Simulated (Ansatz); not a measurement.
Input of an Ansatz 0.2.0 run:

input.yaml

```yaml
crystal:
  lattice:
    - [2.89515, 0.0, 0.0]
    - [0.0, 2.89515, 0.0]
    - [0.0, 0.0, 2.89515]
  atoms:
    - { symbol: Mg, position: [0.0, 0.0, 0.0] }
    - { symbol: B, position: [0.5, 0.5, 0.5] }
kpoints:
  mp_grid: { grid: [9, 9, 9] }
scf:
  occupations: { method: fermi_dirac, width: 0.05 }
hamiltonian:
  xc: pbesol
  pseudopotentials: { kind: all_electron, datasets: crystal }
output: {}
phonons:
  method: dfpt
```

Potentials or basis: all-electron PAW datasets made for the crystal.

Launch:

```sh
$ ansatz run input.yaml --threads 1 --pin off --max-ram 3072MiB --backend cpu --events-out ev --progress --plain --runs-dir out
```

(1) Estimate the highest phonon frequency at Γ.

(2) What does it give for the band gap on the k mesh?

## Answers

(1) 386 cm⁻¹.

(2) none (metal or under the smearing width).

Caveat: a metal's response needs a denser mesh; the program warned that the printed levels may be off, so bands, gaps and densities of states are rough.
